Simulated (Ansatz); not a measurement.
**TaNH+ (quintet): from Hartree-Fock to the top rungs, def2-SVP**

One table from this session's results is given with a row withheld; the runs are named, their logs left out.

Program: Ansatz 0.2.0, Gaussian basis. Level of theory: def2-SVP, core rule «outside noble gas», up to 5 orbitals frozen. These are calculated values, not measurements.

Plan: UHF; CCSD(T) on ROHF; CCSD(T) on UHF; CISD as a restricted active space (open shells left free, so some higher excitations enter); CCSDT(Q) on ROHF; CCSDT(Q) on UHF; CASSCF and MRCISD+Q, 10 electrons in 11 orbitals; CASSCF and NEVPT2, 10 electrons in 11 orbitals.

18 further runs of the same task are left out: 2 for a known fault of the program, 6 that didn't finish, 10 set aside as unsound or not needed. Runs told in other sessions of the task aren't counted.

### The geometry

The geometry is a PBE0/def2-TZVP stationary point (not a proven minimum) of the parent state, kept for this charge and spin. No spin-orbit coupling is included. Elements past krypton take def2 core potentials.

3 atoms, charge 1, spin multiplicity 5.

Atoms are counted from 1 here; the program's logs count them from 0.

Bond lengths: Ta1–N2 1.709 Å, N2–H3 1.016 Å. Angles: Ta1–N2–H3 180.0°.

Set-up of the first run:

in.yaml

```yaml
crystal:
  periodic: [false, false, false]
  atoms:
    - {symbol: Ta, position_ang: [0.000000, 0.000000, 1.477728]}
    - {symbol: N, position_ang: [0.000000, 0.000000, -0.230873]}
    - {symbol: H, position_ang: [0.000000, 0.000000, -1.246855]}
basis:
  gaussian: {orbitals: def2-SVP}
total_charge: 1
magnetization: {spin_polarized: true, initial_magnetization: 4}
hamiltonian: {xc: hf}
output: {orbitals: {seedname: orbitals}}
```

Started as:

```
$ ansatz run in.yaml --threads 1 --pin off --events-out ev --progress --plain --max-ram 2393MiB
```

Among the steps run: UHF; CCSD(T) on ROHF; CCSD(T) on UHF; CISD as a restricted active space (open shells left free, so some higher excitations enter); CCSDT(Q) on ROHF; CCSDT(Q) on UHF; CASSCF and MRCISD+Q, 10 electrons in 11 orbitals; CASSCF and NEVPT2, 10 electrons in 11 orbitals.

One of the session's tables, all rows but one given; the rest of the session is left out.

```
          method  from RCCSDT(Q) (kJ/mol)
            ROHF                   +570.1
             UHF                   +553.1
            RMP2                    +68.0
            UMP2                    +60.5
           RCCSD                    +21.8
           UCCSD                    +13.5
        RCCSD(T)                     +2.6
        UCCSD(T)                     -5.4
          RCCSDT                        ?
          UCCSDT                     -7.4
       RCCSDT(Q)                        0
       UCCSDT(Q)                     -8.5
  CASSCF valence                   +315.2
  NEVPT2 valence                    +75.7
  MRCISD valence                    +17.1
MRCISD+Q valence                     +3.8
```

**Question.** Estimate the row for RCCSDT.

**Answer.** from RCCSDT(Q) (kJ/mol): +0.7. In the column «from RCCSDT(Q) (kJ/mol)» it lies between RCCSDT(Q) (0) and RCCSD(T) (+2.6).

Not comparable, so not listed: CISD as a restricted active space (open shells left free, so some higher excitations enter) (they don't share determinant, frozen orbitals or solution with the rows shown, or repeat one).

Caveats from the session: Restricted and unrestricted rows rest on different reference determinants; a gap between their highest levels can come from leftover correlation error, from unlike frozen cores or from another state.
